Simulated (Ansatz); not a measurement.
# Alloy of LiH and LiF (26 of 32 H sites exchanged), 64 atoms, part 2 of 3

Ansatz 0.2.0, PAW. Earlier steps stand in the parts before.

## (3) Single point with HSE06

in.yaml reads:

```yaml
crystal:
  lattice:
    - [8.016905, 0.000000, 0.000000]
    - [0.000000, 8.016905, 0.000000]
    - [0.000000, 0.000000, 8.016905]
  atoms:
    - { symbol: F, position: [0.249882, 0.000507, 0.999950] }
    - { symbol: F, position: [0.249876, 0.500536, 0.999485] }
    - { symbol: F, position: [0.249387, 0.500454, 0.499507] }
    - { symbol: F, position: [0.750304, 0.000698, 0.999974] }
    - { symbol: F, position: [0.749171, 0.000324, 0.499823] }
    - { symbol: F, position: [0.750334, 0.500440, 0.999604] }
    - { symbol: F, position: [0.750243, 0.500946, 0.499266] }
    - { symbol: F, position: [0.000265, 0.250297, 0.999958] }
    - { symbol: F, position: [0.999813, 0.750728, 0.999869] }
    - { symbol: F, position: [0.500141, 0.250581, 0.999335] }
    - { symbol: F, position: [0.499663, 0.250376, 0.499350] }
    - { symbol: F, position: [0.500129, 0.750503, 0.999303] }
    - { symbol: F, position: [0.999754, 0.000214, 0.750417] }
    - { symbol: F, position: [0.999926, 0.500436, 0.249910] }
    - { symbol: F, position: [0.999952, 0.500511, 0.749327] }
    - { symbol: F, position: [0.499991, 0.000716, 0.249314] }
    - { symbol: F, position: [0.499890, 0.000721, 0.749704] }
    - { symbol: F, position: [0.500274, 0.500492, 0.249854] }
    - { symbol: F, position: [0.500041, 0.500299, 0.749266] }
    - { symbol: F, position: [0.250244, 0.250762, 0.249393] }
    - { symbol: F, position: [0.250035, 0.250293, 0.749480] }
    - { symbol: F, position: [0.250076, 0.750073, 0.249122] }
    - { symbol: F, position: [0.249764, 0.750317, 0.749809] }
    - { symbol: F, position: [0.749909, 0.250385, 0.249932] }
    - { symbol: F, position: [0.749727, 0.750779, 0.249827] }
    - { symbol: F, position: [0.749941, 0.750453, 0.749201] }
    - { symbol: H, position: [0.247972, 0.999741, 0.498871] }
    - { symbol: H, position: [0.000210, 0.248724, 0.499365] }
    - { symbol: H, position: [0.000428, 0.752326, 0.498993] }
    - { symbol: H, position: [0.498817, 0.751356, 0.499679] }
    - { symbol: H, position: [0.000689, 0.000524, 0.252219] }
    - { symbol: H, position: [0.751012, 0.250392, 0.748282] }
    - { symbol: Li, position: [0.999653, 0.000823, 0.998877] }
    - { symbol: Li, position: [0.998600, 0.000702, 0.500567] }
    - { symbol: Li, position: [0.999689, 0.500213, 0.999455] }
    - { symbol: Li, position: [0.999653, 0.500640, 0.499761] }
    - { symbol: Li, position: [0.500185, 0.000754, 0.999459] }
    - { symbol: Li, position: [0.500798, 0.001474, 0.499682] }
    - { symbol: Li, position: [0.500076, 0.500537, 0.999654] }
    - { symbol: Li, position: [0.500232, 0.499343, 0.499140] }
    - { symbol: Li, position: [0.250127, 0.249801, 0.999694] }
    - { symbol: Li, position: [0.250319, 0.250933, 0.498916] }
    - { symbol: Li, position: [0.249656, 0.750647, 0.999815] }
    - { symbol: Li, position: [0.249493, 0.749683, 0.498950] }
    - { symbol: Li, position: [0.750161, 0.250153, 0.000995] }
    - { symbol: Li, position: [0.749463, 0.250319, 0.498689] }
    - { symbol: Li, position: [0.750241, 0.750635, 0.999989] }
    - { symbol: Li, position: [0.750050, 0.750605, 0.499368] }
    - { symbol: Li, position: [0.250427, 0.000270, 0.249361] }
    - { symbol: Li, position: [0.249226, 0.999992, 0.749981] }
    - { symbol: Li, position: [0.249729, 0.500467, 0.249116] }
    - { symbol: Li, position: [0.249959, 0.500693, 0.749347] }
    - { symbol: Li, position: [0.749930, 0.000200, 0.250452] }
    - { symbol: Li, position: [0.750322, 0.999081, 0.748909] }
    - { symbol: Li, position: [0.749955, 0.500679, 0.249920] }
    - { symbol: Li, position: [0.750058, 0.501506, 0.749258] }
    - { symbol: Li, position: [0.000919, 0.251257, 0.249103] }
    - { symbol: Li, position: [0.001509, 0.250229, 0.750036] }
    - { symbol: Li, position: [0.000566, 0.749695, 0.249366] }
    - { symbol: Li, position: [0.000726, 0.750693, 0.750282] }
    - { symbol: Li, position: [0.499987, 0.250287, 0.249510] }
    - { symbol: Li, position: [0.499044, 0.250107, 0.749510] }
    - { symbol: Li, position: [0.499567, 0.750856, 0.248974] }
    - { symbol: Li, position: [0.499564, 0.750882, 0.750290] }
kpoints:
  mp_grid: { grid: [1, 1, 1] }
hamiltonian:
  xc: hse06
scf:
  occupations: { method: fermi_dirac, width: 0.01 }
output:
  forces: true
  eigenvalues: true
  populations: true
  eigenstates: { kpoints: [[0, 0, 0]], e_range: [-6.0, 6.0], localisation: true }
```

Started as:

```sh
$ ansatz run in.yaml --threads 2 --pin off --max-ram 30400MiB --runs-dir r --events-out ev --progress --plain --backend cuda --devices 0, --max-vram 18GiB
```

Log:

```text
Pseudopotentials: kind: paw
Functional definition: HSE06
  parameter a = 0.25
  parameter omega = 0.11/bohr
  exchange = pbe_x - a*pbe_x_sr(omega) + a*exact_x_sr(omega)
  correlation = pbe_c
Crystal: 64 atoms, lattice volume = 515.253 Å³
Basis set: ecut = 420 eV, 10059 PW (Γ), exchange–correlation on 108×108×108 points (8 copies of the dense FFT grid, shifted against one another)
Bands: 206, of which v1, the nominal top of the filled ones, is band 142 counted from 1 (141 counted from 0)
Symmetry: 1 space group operations
Space group: P1 (ITA 1), of the structure as read, at distance tolerance 8.0e-5 Å
k-points: 1
Non-local potential: F, projectors of the file, l = 0: 2, l = 1: 2, l = 2: 1
Non-local potential: H, projectors of the file, l = 0: 2, l = 1: 1
Non-local potential: Li, projectors of the file, l = 0: 3, l = 1: 2, l = 2: 1
PAW form: soft (Blöchl's): semilocal exchange-correlation on the pseudo side does not see the compensation charge
PAW frozen core: F, regenerated for the run's functional, and the local potential with it (the file was generated under x = pbe(κ = 0.804, μ = 0.2195149727645171), c = pbe(β = 0.06672455060314922))
PAW one-centre angular grid: F, 110 points (default); XC on 64 Gauss nodes
PAW one-centre angular grid: H, 110 points (default); XC on 64 Gauss nodes
PAW one-centre angular grid: Li, 110 points (default); XC on 96 Gauss nodes
Initial density: superposition of atomic densities (neutral atoms: chi_scale 0, normalization atom), corrected by the library's trained network
Initial wavefunctions: pseudopotential atomic-orbital guess
Functional: x = pbe(κ = 0.804, μ = 0.2195149727645171), c = pbe(β = 0.06672455060314922), warm-up for x = pbe(κ = 0.804, μ = 0.2195149727645171) + 0.25 (exact − pbe) at short range (hse, ω = 0.20786987370883472 Å⁻¹), c = pbe(β = 0.06672455060314922); HSE06 as pw.x's `hse` composes it (authors' and Libxc's form: `xc: wpbeh`)
SCF iter   1: F=—  HF=-27747.950414 eV  |F-HF|=—  |Δ(HF+E_count)|=         —  Δρ=1.45e-3  dr2=1.59e-2  ethr=1.77e-3  ⟨swp⟩=15.0  Hψ=970  notcnv=0
preconditioner: auto → none  [insulator: Δε(μ)=6.760 eV  Ē_g=19.311 eV  σ=0.010 eV  W_gap=1.00  n_scr=122 (ndim 8)  ℏωp=24.3 eV  f_vac=0.000  D(μ)=0.00/eV (n_scr^D=0)]
SCF iter   2: F=-27747.950153 eV  HF=-27747.949995 eV  |F-HF|=1.59e-4  |Δ(HF+E_count)|=   4.19e-4  Δρ=5.59e-4  dr2=1.74e-3  ethr=5.60e-6  ⟨swp⟩=9.0  Hψ=662  notcnv=0  defer=2
SCF 1 stopped early in 2 iterations: F = -27747.950153 eV  dr2 = 1.74e-3
Initial density: handed on by an earlier stage of this run
Initial wavefunctions: those handed on with the density
Functional: x = pbe(κ = 0.804, μ = 0.2195149727645171) + 0.25 (exact − pbe) at short range (hse, ω = 0.20786987370883472 Å⁻¹), c = pbe(β = 0.06672455060314922); HSE06 as pw.x's `hse` composes it (authors' and Libxc's form: `xc: wpbeh`)
Exchange kernel: α = 0.2500, screened, ω = 0.2079 Å⁻¹, Wigner–Seitz truncation, v(0) = 779.9175 eV·Å³, q-mesh 1×1×1, nearest image of the exchange supercell L = 8.02 Å, pair-density grid 40×40×40, without the augmentation charges, whose exchange is taken in its separable form (sized by the pseudopotential files, 54×54×54 at the most)
Frozen-core exchange: fock
SCF iter   1: F=—  HF=-27747.619302 eV  |F-HF|=—  |Δ(HF+E_count)|=         —  Δρ=7.43e-3  dr2=2.76e-1  ethr=6.14e-6  ⟨swp⟩=7.0  Hψ=871  notcnv=0
preconditioner: auto → none  [insulator: Δε(μ)=8.095 eV  Ē_g=17.443 eV  σ=0.010 eV  W_gap=1.00  n_scr=122 (ndim 8)  ℏωp=21.2 eV  f_vac=0.000  D(μ)=0.00/eV (n_scr^D=0)]
SCF iter   2: F=—  HF=-27747.547675 eV  |F-HF|=—  |Δ(HF+E_count)|=   7.16e-2  Δρ=4.71e-3  dr2=3.41e-2  ethr=6.14e-6  ⟨swp⟩=5.0  Hψ=738  notcnv=0
SCF iter   3: F=—  HF=-27747.605555 eV  |F-HF|=—  |Δ(HF+E_count)|=   5.79e-2  Δρ=1.93e-3  dr2=1.26e-2  ethr=6.14e-6  ⟨swp⟩=5.0  Hψ=530  notcnv=0
iter 4 solved again at ethr=3.73e-7 eV; its pass at ethr=4.33e-6 eV (dr2=1.06e-3 eV) is discarded
SCF iter   4: F=—  HF=-27747.602095 eV  |F-HF|=—  |Δ(HF+E_count)|=   3.46e-3  Δρ=5.86e-4  dr2=1.42e-3  ethr=3.73e-7  ⟨swp⟩=3.0  Hψ=762  notcnv=0
SCF iter   5: F=—  HF=-27747.601866 eV  |F-HF|=—  |Δ(HF+E_count)|=   2.28e-4  Δρ=5.45e-5  dr2=1.86e-4  ethr=3.73e-7  ⟨swp⟩=2.0  Hψ=348  notcnv=0
SCF iter   6: F=—  HF=-27747.603063 eV  |F-HF|=—  |Δ(HF+E_count)|=   1.20e-3  Δρ=2.98e-4  dr2=2.93e-4  ethr=2.54e-9  ⟨swp⟩=5.0  Hψ=797  notcnv=0
SCF iter   7: F=-27747.602966 eV  HF=-27747.602966 eV  |F-HF|=1.13e-7  |Δ(HF+E_count)|=   9.69e-5  Δρ=1.67e-5  dr2=6.50e-6  ethr=2.54e-9  ⟨swp⟩=4.0  Hψ=543  notcnv=0
SCF 2 stopped early in 7 iterations: F = -27747.602966 eV  dr2 = 6.50e-6
  Residual-converged pass: ⟨swp⟩=3.0  Hψ=381  notcnv=0  max |occ|·‖R‖ = 4.8e-6 eV (tolerance 6.7e-6 eV)  dr2=6.50e-6  dr2_onsite=1.15e-7  max |Δocc| = 0.0e0
hybrid outer 1: dexx = +7.172e-2 eV, tail = 1.27e-4 eV
SCF iter   1: F=—  HF=-27747.605140 eV  |F-HF|=—  |Δ(HF+E_count)|=         —  Δρ=5.43e-5  dr2=1.02e-5  ethr=2.24e-7  ⟨swp⟩=6.0  Hψ=515  notcnv=0
preconditioner: auto → none  [insulator: Δε(μ)=8.172 eV  Ē_g=17.367 eV  σ=0.010 eV  W_gap=1.00  n_scr=122 (ndim 8)  ℏωp=21.2 eV  f_vac=0.000  D(μ)=0.00/eV (n_scr^D=0)]
SCF iter   2: F=—  HF=-27747.605138 eV  |F-HF|=—  |Δ(HF+E_count)|=   2.26e-6  Δρ=1.65e-5  dr2=3.89e-7  ethr=2.94e-9  ⟨swp⟩=3.0  Hψ=405  notcnv=0
SCF iter   3: F=—  HF=-27747.605139 eV  |F-HF|=—  |Δ(HF+E_count)|=   1.28e-6  Δρ=5.26e-6  dr2=9.61e-8  ethr=7.78e-11  ⟨swp⟩=7.0  Hψ=548  notcnv=0
SCF iter   4: F=-27747.605139 eV  HF=-27747.605139 eV  |F-HF|=1.01e-8  |Δ(HF+E_count)|=   2.02e-8  Δρ=1.94e-6  dr2=1.13e-8  ethr=2.96e-11  ⟨swp⟩=3.0  Hψ=476  notcnv=0
SCF 3 converged in 4 iterations: F = -27747.605139 eV  dr2 = 1.13e-8
  Residual-converged pass: ⟨swp⟩=2.0  Hψ=348  notcnv=0  max |occ|·‖R‖ = 1.4e-6 eV (tolerance 2.5e-6 eV)  dr2=1.13e-8  dr2_onsite=8.56e-10  max |Δocc| = 0.0e0
[... from here the SCF cycle lines were not kept, up to the last twenty ...]
hybrid outer 2: dexx = +1.512e-6 eV, tail = 6.17e-8 eV, Δε = 7.31e-4 eV (about 1.66e-5 eV left of the loop's levels), ΔF = 7.64e-4 eV/Å (tail 1.98e-4)
NSCF: frozen V_eff on 1 k-points
hybrid SCF converged: 2 outer / 11 inner (+2 warm-up), last move |dexx| = 1.51e-6 eV, tail = 6.17e-8 eV
Stability not checked: this state was not tested for a lower state beside it, because the functional holds exact exchange (a hybrid, or Hartree-Fock), whose exchange loop this test does not read (fock_operator; see scf.lower_state_search)
Free energy (F): -27747.605139 eV
Harris-Foulkes:  -27747.605139 eV  (|F-HF|=1.01e-8)
Internal energy: -27747.605139 eV  (E = F + TS)
E sigma→0 (E₀):  -27747.605139 eV
Fermi energy:    6.170923 eV
--- Per-component energies (eV) ---
  E_band       = -4392.949538
  E_kinetic    = 6266.767653
  E_local      = -19468.852380  (includes V_loc(G=0)·N_el)
  E_nonlocal   = 823.648135
  E_hartree    = 7045.616819
  E_xc         = -2018.303785
  E_vxc        = -2567.417245  (∫ρ·V_xc dr)
  E_exx        = -1077.954868  (= α·E_x^exact, valence–valence)
  E_paw        = -5320.513740  (= ΣΔE_a)
  E_vpaw       = -1382.472772  (= ΣTr[D̂ρ^β])
  E_aug_tail   = 0.048284  (compensation charges beyond the density's cutoff)
  E_ewald      = -13997.276111
  E_core_change = -0.785145  (= ΣΔE_core)
  E_smearing   = -0.000000  (= −TS)
  E_closure    = -0.000001  (closes the sum)
  Σ components = -27747.605139   (vs F -27747.605139, Δ=0.00e0)
--- Forces (eV/Å), atoms counted from 1 ---
  atom   1  F     -0.00848500    -0.00195129    -0.01056854
  atom   2  F     -0.00442421    -0.00569628     0.00144582
  atom   3  F     -0.00477043    -0.00310105    -0.00112935
  atom   4  F     -0.00018790    -0.00296234    -0.00231677
  atom   5  F     -0.00358405    -0.01522683    -0.01311333
  atom   6  F     -0.00510549     0.00147766     0.00204118
  atom   7  F      0.00366892     0.00436139     0.00094073
  atom   8  F     -0.01076512    -0.00263246    -0.00172160
  atom   9  F      0.00029581    -0.00138763    -0.00316997
  atom  10  F      0.00136976    -0.00361842     0.00625587
  atom  11  F     -0.00342237    -0.00075563     0.00907327
  atom  12  F     -0.00020092     0.00445653     0.00741784
  atom  13  F      0.01609673    -0.00392879     0.00726087
  atom  14  F     -0.00194435     0.00119866     0.01401580
  atom  15  F      0.00577026     0.01013328    -0.00668885
  atom  16  F     -0.00207864    -0.00250664     0.01193173
  atom  17  F     -0.00809542    -0.00096510    -0.00021378
  atom  18  F     -0.00511608     0.00032261    -0.00476322
  atom  19  F      0.00053717     0.00625334     0.00106558
  atom  20  F      0.00481511     0.00347406    -0.00690957
  atom  21  F      0.00088684    -0.00109035    -0.00168579
  atom  22  F      0.00317330    -0.00173853    -0.00452608
  atom  23  F      0.00093596     0.00442260     0.00181771
  atom  24  F      0.01038248     0.00564882    -0.01280301
  atom  25  F      0.00532172    -0.00806120     0.00334617
  atom  26  F      0.00481263    -0.00138473     0.00276419
  atom  27  H      0.00903203     0.00930648    -0.00361123
  atom  28  H     -0.00504309    -0.01496225     0.01365683
  atom  29  H      0.00399543    -0.00428432     0.00033750
  atom  30  H     -0.01474067     0.00902309    -0.00607360
  atom  31  H      0.00456845     0.00217877     0.00090825
  atom  32  H      0.00686097    -0.00084162     0.00116532
  atom  33  Li    -0.00776167    -0.00130296    -0.01967483
  atom  34  Li    -0.00824468     0.00837369     0.01432731
  atom  35  Li    -0.00123846    -0.00244058    -0.00863512
  atom  36  Li    -0.00253032    -0.01381247     0.01153288
  atom  37  Li     0.00688224     0.00056028    -0.00197486
  atom  38  Li     0.01651947     0.01667230     0.00890633
  atom  39  Li     0.00647956    -0.00662803    -0.01524871
  atom  40  Li    -0.00269944    -0.02065672     0.01884139
  atom  41  Li    -0.00349009     0.00777037     0.00222001
  atom  42  Li     0.01509275     0.00959584    -0.00580169
  atom  43  Li     0.00144231     0.00302544     0.00250401
  atom  44  Li     0.00408739    -0.00484716    -0.00296520
  atom  45  Li     0.00007834    -0.00079654     0.00833908
  atom  46  Li    -0.01650651    -0.00682486    -0.01835299
  atom  47  Li     0.00082451     0.00599352    -0.00124283
  atom  48  Li     0.00111526     0.01127434    -0.00538545
  atom  49  Li     0.01372875    -0.00508560     0.00338987
  atom  50  Li     0.00977072     0.00125667    -0.00464265
  atom  51  Li     0.00378484     0.00527419     0.02490583
  atom  52  Li     0.00102447    -0.00197982    -0.01493297
  atom  53  Li    -0.02283648     0.00166812     0.00602168
  atom  54  Li     0.00164782    -0.00271269    -0.00465224
  atom  55  Li     0.00682094     0.00233772     0.00864823
  atom  56  Li     0.00430678     0.01022248    -0.01325774
  atom  57  Li     0.00019758    -0.00335533    -0.01317861
  atom  58  Li     0.00543200    -0.00337843     0.01827680
  atom  59  Li     0.00197411     0.00284519    -0.02267027
  atom  60  Li    -0.00776348     0.00204731     0.01872241
  atom  61  Li    -0.00584306    -0.00679080     0.00396381
  atom  62  Li    -0.01810607     0.00382678    -0.00097401
  atom  63  Li    -0.00368978     0.00823775    -0.01512511
  atom  64  Li    -0.00514437    -0.00153278     0.00830947
  max |Σ_I F_I| component: 4.00e-3 eV/Å
--- Band table (eV) ---
  k-point 0: bands = ["-44.2563", "-44.2320", "-44.2284", "-44.2241", "-44.2224", "-44.2187", "-44.2110", "-44.2087", "-44.2077", "-44.2054", "-44.1907", "-44.1850", "-44.1802", "-44.1757", "-44.1727", "-44.1705", "-44.1691", "-44.1659", "-44.1629", "-44.1590", "-44.1547", "-44.1494", "-44.1409", "-44.1207", "-44.1149", "-44.1121", "-44.1111", "-44.1077", "-44.1001", "-44.0899", "-44.0468", "-43.9301", "-22.8951", "-22.6514", "-22.6385", "-22.6299", "-22.6076", "-22.5962", "-22.5646", "-22.5109", "-22.5058", "-22.5049", "-22.4995", "-22.4923", "-22.4904", "-22.4886", "-22.4880", "-22.4861", "-22.4853", "-22.4383", "-22.3673", "-22.3497", "-22.3060", "-22.2872", "-22.2658", "-22.2630", "-22.2500", "-22.2385", "-4.3439", "-4.3102", "-4.2745", "-3.9344", "-3.9013", "-3.8518", "-3.8109", "-3.6084", "-3.5895", "-3.5518", "-3.5431", "-3.5333", "-3.5046", "-3.4867", "-3.4521", "-3.4473", "-3.4100", "-3.3756", "-3.3350", "-3.3053", "-3.2970", "-3.2564", "-3.2500", "-3.2256", "-3.1847", "-3.1397", "-3.0907", "-3.0522", "-3.0025", "-2.9708", "-2.9172", "-2.8955", "-2.8541", "-2.7885", "-2.7472", "-2.7329", "-2.7071", "-2.6436", "-2.6215", "-2.6022", "-2.5810", "-2.5136", "-2.4354", "-2.4233", "-2.4088", "-2.3494", "-2.3343", "-2.3190", "-2.2882", "-2.2299", "-2.2089", "-2.1443", "-2.1011", "-2.0765", "-2.0624", "-2.0169", "-1.9691", "-1.9506", "-1.9243", "-1.8848", "-1.8695", "-1.8602", "-1.8008", "-1.7824", "-1.7656", "-1.7322", "-1.7150", "-1.7095", "-1.6936", "-1.6739", "-1.6358", "-1.6334", "-1.6310", "-1.6245", "-1.6211", "-1.5156", "-1.5104", "-1.4976", "0.3202", "1.0027", "1.3291", "1.4862", "1.7703", "2.0850", "10.2569", "10.4021", "10.5568", "10.6327", "11.0075", "11.1474", "11.2642", "11.4494", "11.5958", "11.8696", "11.9757", "12.0823", "12.0970", "12.1600", "12.3320", "12.4189", "12.5880", "12.7499", "12.8211", "13.0454", "13.5211", "13.5723", "13.7737", "13.9705", "14.0624", "14.1647", "14.3777", "14.6259", "14.7214", "14.7949", "14.9632", "15.0362", "15.3427", "15.5515", "16.0782", "16.1652", "16.3625", "16.4533", "16.5067", "16.5549", "16.6189", "16.7021", "16.7728", "16.8011", "16.8656", "16.8854", "16.9203", "16.9525", "17.0352", "17.0464", "17.4552", "17.6022", "17.6358", "17.6785", "17.7008", "17.7111", "17.7837", "18.7735", "18.8421", "18.8758", "18.9093", "18.9275", "19.0509", "19.1880"]
--- Löwdin populations: 64 sites ---
  site symbol       q [e]
     0      F      7.7476
     1      F      7.7442
     2      F      7.7514
     3      F      7.7473
     4      F      7.7541
     5      F      7.7459
     6      F      7.7517
     7      F      7.7488
     8      F      7.7472
     9      F      7.7454
    10      F      7.7505
    11      F      7.7458
    12      F      7.7520
    13      F      7.7497
    14      F      7.7498
    15      F      7.7490
    16      F      7.7488
    17      F      7.7457
    18      F      7.7474
    19      F      7.7489
    20      F      7.7492
    21      F      7.7505
    22      F      7.7490
    23      F      7.7491
    24      F      7.7490
    25      F      7.7496
    26      H      1.6107
    27      H      1.6013
    28      H      1.5990
    29      H      1.6049
    30      H      1.6127
    31      H      1.6135
    32     Li      2.2229
    33     Li      2.2971
    34     Li      2.2026
    35     Li      2.2570
    36     Li      2.2026
    37     Li      2.2446
    38     Li      2.2030
    39     Li      2.2218
    40     Li      2.2025
    41     Li      2.2447
    42     Li      2.2026
    43     Li      2.2739
    44     Li      2.2219
    45     Li      2.2437
    46     Li      2.2026
    47     Li      2.2543
    48     Li      2.2432
    49     Li      2.2220
    50     Li      2.2028
    51     Li      2.2029
    52     Li      2.2225
    53     Li      2.2213
    54     Li      2.2030
    55     Li      2.2219
    56     Li      2.2424
    57     Li      2.2429
    58     Li      2.2415
    59     Li      2.2210
    60     Li      2.2021
    61     Li      2.2220
    62     Li      2.2209
    63     Li      2.2210
  spilling = 0.005773 (of n_electrons = 284.000000)
```

Run time: 13 s. Hardware: 1 × NVIDIA H100 80GB HBM3 with 2 threads of AMD EPYC 7R13, shared host; peak host memory 1.8 GiB.

At the Γ point alone the filled levels end at 2.085 eV and the empty ones begin at 10.257 eV, a spacing of 8.17 eV.

Frontier states and how far they spread:

```
level (eV)  spin  filling  atoms sharing it  main element  its share  largest atom
     -0.60  both     2.00               7.6             H       0.69    H32 (0.30)
     -0.31  both     2.00               6.1             H       0.72    H31 (0.29)
      0.00  both     2.00               8.6             H       0.74    H29 (0.21)
      8.17  both     0.00              32.3            Li       0.51             –
      8.32  both     0.00              28.4            Li       0.50             –
      8.47  both     0.00              29.6            Li       0.50             –
      8.55  both     0.00              30.8            Li       0.50             –
```

The largest force by HSE06 is only 0.03 eV/Å (on Li40), so the positions lie close to this level's own in this cell.

[end of part 2 of 3]
